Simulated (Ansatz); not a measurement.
Run this with the Ansatz DFT code, driven from Python and show what comes out.

Script `energy_f2h3si2.py`:
```python
import ansatz as az
from ase import Atoms

atoms = Atoms(["F", "Si", "F", "Si", "H", "H", "H"], positions=[
    (1.8196, -0.8873, 1.4138),
    (0.2302, -0.9849, 0.9623),
    (-0.0027, -2.4067, 0.2424),
    (-0.3271, 0.7515, -0.4298),
    (0.3965, 0.7697, -1.7024),
    (-0.2421, 2.0702, 0.2573),
    (-1.8132, 0.6193, -0.7891),
])
geometry = az.Crystal.molecule_from_ase(atoms)

job = (
    geometry.calculation()
    .basis(gaussian="6-31G*")
    .functional("lc_wpbe")
    .spin("collinear", total=1)
)
print(job.to_yaml())
res = job.run(threads=1)
r = res.report

for key in ("converged", "free_energy_ev", "reference_energy_ev", "n_frozen", "n_occupied", "n_virtual"):
    print(f"{key:22s} {r[key]}")
```

Output of `python energy_f2h3si2.py`:
```text
crystal:
  periodic: [false, false, false]
  atoms:
    - { symbol: F, position_ang: [1.8196, -0.8873, 1.4138] }
    - { symbol: Si, position_ang: [0.2302, -0.9849, 0.9623] }
    - { symbol: F, position_ang: [-0.0027, -2.4067, 0.2424] }
    - { symbol: Si, position_ang: [-0.3271, 0.7515, -0.4298] }
    - { symbol: H, position_ang: [0.3965, 0.7697, -1.7024] }
    - { symbol: H, position_ang: [-0.2421, 2.0702, 0.2573] }
    - { symbol: H, position_ang: [-1.8132, 0.6193, -0.7891] }
basis:
  gaussian:
    orbitals: "6-31G*"
hamiltonian:
  xc: lc_wpbe
magnetization:
  spin_polarized: true
  initial_magnetization: 1.0

converged              True
free_energy_ev         -21230.21175704659
reference_energy_ev    -21230.21175704659
n_frozen               0
n_occupied             [25, 24]
n_virtual              [49, 50]
```

What to keep in mind:
- These settings explore the input space; basis and method may be short of convergence.
- The geometry is a force-field or estimated start, not a minimum of this method, and the basis set is short of its limit.
- The run takes the species as open-shell (spin multiplicity 2), which needn't be its ground state.
- Wall time of the script: 4.2 s on 1 thread of Arm Neoverse V1, with other jobs on the host, peak memory 0.23 GiB.
